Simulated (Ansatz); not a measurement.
# C: the cost of one run

All numbers below are computed with Ansatz 0.2 early development (run time, molecular dynamics, PBE, PAW).

## 1. Starting point

It holds 64 C; a = 7.134 Å, b = 7.134 Å, c = 7.134 Å, α = 90.00°, β = 90.00°, γ = 90.00°; 5.67 Å³ an atom; space group Fd-3m.

## 2. Running it

Input file input.yaml:

```yaml
crystal:
  lattice:
    - [7.134, 0, 0]
    - [0, 7.134, 0]
    - [0, 0, 7.134]
  atoms:
    - { symbol: C, position: [0.0, 0.0, 0.0] }
    - { symbol: C, position: [0.0, 0.25, 0.25] }
    - { symbol: C, position: [0.25, 0.0, 0.25] }
    - { symbol: C, position: [0.25, 0.25, 0.0] }
    - { symbol: C, position: [0.125, 0.125, 0.125] }
    - { symbol: C, position: [0.125, 0.375, 0.375] }
    - { symbol: C, position: [0.375, 0.125, 0.375] }
    - { symbol: C, position: [0.375, 0.375, 0.125] }
    - { symbol: C, position: [0.0, 0.0, 0.5] }
    - { symbol: C, position: [0.0, 0.25, 0.75] }
    - { symbol: C, position: [0.25, 0.0, 0.75] }
    - { symbol: C, position: [0.25, 0.25, 0.5] }
    - { symbol: C, position: [0.125, 0.125, 0.625] }
    - { symbol: C, position: [0.125, 0.375, 0.875] }
    - { symbol: C, position: [0.375, 0.125, 0.875] }
    - { symbol: C, position: [0.375, 0.375, 0.625] }
    - { symbol: C, position: [0.0, 0.5, 0.0] }
    - { symbol: C, position: [0.0, 0.75, 0.25] }
    - { symbol: C, position: [0.25, 0.5, 0.25] }
    - { symbol: C, position: [0.25, 0.75, 0.0] }
    - { symbol: C, position: [0.125, 0.625, 0.125] }
    - { symbol: C, position: [0.125, 0.875, 0.375] }
    - { symbol: C, position: [0.375, 0.625, 0.375] }
    - { symbol: C, position: [0.375, 0.875, 0.125] }
    - { symbol: C, position: [0.0, 0.5, 0.5] }
    - { symbol: C, position: [0.0, 0.75, 0.75] }
    - { symbol: C, position: [0.25, 0.5, 0.75] }
    - { symbol: C, position: [0.25, 0.75, 0.5] }
    - { symbol: C, position: [0.125, 0.625, 0.625] }
    - { symbol: C, position: [0.125, 0.875, 0.875] }
    - { symbol: C, position: [0.375, 0.625, 0.875] }
    - { symbol: C, position: [0.375, 0.875, 0.625] }
    - { symbol: C, position: [0.5, 0.0, 0.0] }
    - { symbol: C, position: [0.5, 0.25, 0.25] }
    - { symbol: C, position: [0.75, 0.0, 0.25] }
    - { symbol: C, position: [0.75, 0.25, 0.0] }
    - { symbol: C, position: [0.625, 0.125, 0.125] }
    - { symbol: C, position: [0.625, 0.375, 0.375] }
    - { symbol: C, position: [0.875, 0.125, 0.375] }
    - { symbol: C, position: [0.875, 0.375, 0.125] }
    - { symbol: C, position: [0.5, 0.0, 0.5] }
    - { symbol: C, position: [0.5, 0.25, 0.75] }
    - { symbol: C, position: [0.75, 0.0, 0.75] }
    - { symbol: C, position: [0.75, 0.25, 0.5] }
    - { symbol: C, position: [0.625, 0.125, 0.625] }
    - { symbol: C, position: [0.625, 0.375, 0.875] }
    - { symbol: C, position: [0.875, 0.125, 0.875] }
    - { symbol: C, position: [0.875, 0.375, 0.625] }
    - { symbol: C, position: [0.5, 0.5, 0.0] }
    - { symbol: C, position: [0.5, 0.75, 0.25] }
    - { symbol: C, position: [0.75, 0.5, 0.25] }
    - { symbol: C, position: [0.75, 0.75, 0.0] }
    - { symbol: C, position: [0.625, 0.625, 0.125] }
    - { symbol: C, position: [0.625, 0.875, 0.375] }
    - { symbol: C, position: [0.875, 0.625, 0.375] }
    - { symbol: C, position: [0.875, 0.875, 0.125] }
    - { symbol: C, position: [0.5, 0.5, 0.5] }
    - { symbol: C, position: [0.5, 0.75, 0.75] }
    - { symbol: C, position: [0.75, 0.5, 0.75] }
    - { symbol: C, position: [0.75, 0.75, 0.5] }
    - { symbol: C, position: [0.625, 0.625, 0.625] }
    - { symbol: C, position: [0.625, 0.875, 0.875] }
    - { symbol: C, position: [0.875, 0.625, 0.875] }
    - { symbol: C, position: [0.875, 0.875, 0.625] }
kpoints:
  mp_grid: { grid: [1, 1, 1] }
hamiltonian:
  xc: pbe
  pseudopotentials: { kind: paw, source: jth }
magnetization:
  spin_polarized: false
scf:
  occupations: { method: fixed }
output:
  forces: true
  stress: false
md:
  ensemble: nvt_langevin
  temperature: 1000
  timestep: 1.0
  n_steps: 12
  seed: 7
  initial_velocities: maxwell_boltzmann
basis:
  ecutwfc: "550 eV"
```

Run with:

```sh
$ ansatz run input --backend cpu --threads 16 --events-out ev
```

What time and memory should one allow on 16 threads of Arm Neoverse V2 (Grace), shared host?

About 20 s, with a peak of 1.2 GiB.
